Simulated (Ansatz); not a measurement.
# CoO: the cost of one run

Program: Ansatz 0.2.0. Level of theory: DFT LDA+U (U_eff = 1 eV on Co d, around-mean-field double counting), plane waves, PAW. These are calculated values, not measurements.

## Step 1: The starting structure

It takes space group I4/mmm (No. 139, tetragonal). The conventional cell has a = 3.016 Å, b = 3.016 Å, c = 4.215 Å, α = 90.00°, β = 90.00°, γ = 90.00°. Co (site symmetry 4/mmm) is surrounded by 6 O at 2.11 to 2.13 Å. Around O (site symmetry 4/mmm) lie 6 Co at 2.11 to 2.13 Å.

Structure file:

```cif
data_structure
_symmetry_space_group_name_H-M 'I4/mmm'
_symmetry_Int_Tables_number 139
_cell_length_a 3.0160
_cell_length_b 3.0160
_cell_length_c 4.2145
_cell_angle_alpha 90.000
_cell_angle_beta 90.000
_cell_angle_gamma 90.000
_cell_volume 38.34
loop_
_atom_site_label
_atom_site_type_symbol
_atom_site_symmetry_multiplicity
_atom_site_Wyckoff_symbol
_atom_site_fract_x
_atom_site_fract_y
_atom_site_fract_z
_atom_site_occupancy
Co1 Co 2 a 0.00000 0.00000 0.00000 1
O1 O 2 b 0.00000 0.00000 0.50000 1
```

An earlier series on this cell reached its lowest free state from «ferromagnetic start, free, natural orbitals of the symmetric run filled by rank», perhaps among other starts.

## Step 2: Site moments held (series factor 0.95; the input gives the size)

input.yaml

```yaml
crystal:
  lattice:
    - [-1.50800044, 1.50800044, 2.10725036]
    - [1.50800044, -1.50800044, 2.10725036]
    - [1.50800044, 1.50800044, -2.10725036]
  atoms:
    - { symbol: Co, position: [0.0, 0.0, 0.0], spin: 2.17 }
    - { symbol: O, position: [0.5, 0.5, 0.0] }
basis:
  ecutwfc: 420
  ecutrho_ratio: 4
kpoints:
  mp_grid: { grid: [9, 9, 9] }
hamiltonian:
  xc: lda
  hubbard:
    sites:
      - { site: 0, l: d, u_eff: 1.0, starting_ns: [{ spin: up, occupation_matrix: s0up }, { spin: down, occupation_matrix: s0down }] }
    double_counting: amf
    occupation_matrices:
      s0up:
        matrix:
          - [0.97, 0.0, 0.0, 0.0, 0.0]
          - [0.0, 0.97, 0.0, 0.0, 0.0]
          - [0.0, 0.0, 0.97, 0.0, 0.0]
          - [0.0, 0.0, 0.0, 0.97, 0.0]
          - [0.0, 0.0, 0.0, 0.0, 0.97]
      s0down:
        matrix:
          - [0.04779, 0.0, 0.0, -0.1601, 0.0]
          - [0.0, 0.02, 0.0, 0.0, 0.0]
          - [0.0, 0.0, 0.97, 0.0, 0.0]
          - [-0.1601, 0.0, 0.0, 0.94221, 0.0]
          - [0.0, 0.0, 0.0, 0.0, 0.02]
    ns_hold: { iters: 8 }
scf:
  occupations: { method: gaussian, width: 0.05 }
  lower_state_search: "off"
  max_iter: 150
output:
  forces: true
  stress: true
  eigenvalues: true
  populations: true
  hubbard: { sites: [{ site: 0, l: d }] }
magnetization:
  spin_polarized: true
  spin_locking: { lock_spins: true }
```

The typed matrices put 0.97 on the chosen orbitals and 0.02 on the others, and are held for 8 cycles. The lock stays on to the end, so the result is a constrained state.

On the command line:

```console
$ ansatz run input.yaml --threads 2 --pin off --max-ram 3072MiB --backend cpu --events-out ev --progress --plain --runs-dir out
```

What time and memory should one allow on 2 threads of Arm Neoverse V1, shared host?

About 9.8 s, with a peak of 0.36 GiB.
